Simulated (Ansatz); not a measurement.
Write the native input for Ansatz 0.2.0 that does the following.

```yaml
Task: band structure
Functional: PBE
Potentials_or_basis: SPMS NC
Cutoff: "816 eV (not typed: the program's choice for these potentials)"
k_mesh: 9 × 9 × 7
Occupations: fermi-dirac, width 0.05 eV
Spin: no spin polarisation
Path: "[[\"G\", \"M\", \"K\", \"G\", \"A\", \"L\", \"H\", \"A\"], [\"L\", \"M\"], [\"K\", \"H\"]]"
Points_for_each_segment_of_the_path: 14
```

The system is SiSe.

```
CELL_PARAMETERS angstrom
3.59520 0.00000 0.00000
-1.79760 3.11353 0.00000
0.00000 0.00000 3.59873
ATOMIC_POSITIONS crystal
Si 0.66667 0.33333 0.50000
Se 0.00000 0.00000 0.00000
```

The cell was built by a generator and needn't be a form met in nature.

One way to write it, as run:

input.yaml

```yaml
crystal:
  lattice:
    - [3.5952, 0.0, 0.0]
    - [-1.7976, 3.11353, 0.0]
    - [0.0, 0.0, 3.59873]
  atoms:
    - { symbol: Si, position: [0.66667, 0.33333, 0.5] }
    - { symbol: Se, position: [0.0, 0.0, 0.0] }
hamiltonian:
  xc: pbe
  pseudopotentials: { kind: nc, source: spms }
kpoints:
  mp_grid: { grid: [9, 9, 7] }
  band_path:
    path:
      - [[0.0, 0.0, 0.0], [0.5, 0.0, 0.0], [0.3333333333, 0.3333333333, 0.0], [0.0, 0.0, 0.0], [0.0, 0.0, 0.5], [0.5, 0.0, 0.5], [0.3333333333, 0.3333333333, 0.5], [0.0, 0.0, 0.5]]
      - [[0.5, 0.0, 0.5], [0.5, 0.0, 0.0]]
      - [[0.3333333333, 0.3333333333, 0.0], [0.3333333333, 0.3333333333, 0.5]]
    npoints: 14
scf:
  occupations: { method: fermi_dirac, width: 0.05 }
  n_extra_bands: 6
output:
  forces: true
  stress: true
  eigenvalues: true
  fatbands: false
```

Potentials or basis: SPMS NC.

Run with:

```console
$ ansatz run input.yaml --threads 2 --pin off --max-ram 5632MiB --backend cpu --events-out ev --progress --plain --runs-dir out
```

Results of the run:

```yaml
Pressure: 0.3 GPa
Band_gap_on_the_k_mesh: none (metal or under the smearing width)
```

It took 6.2 s on 2 threads of Intel(R) Xeon(R) Platinum 8259CL CPU @ 2.50GHz (Skylake/Cascade Lake), on a shared host, peak memory 0.42 GiB.
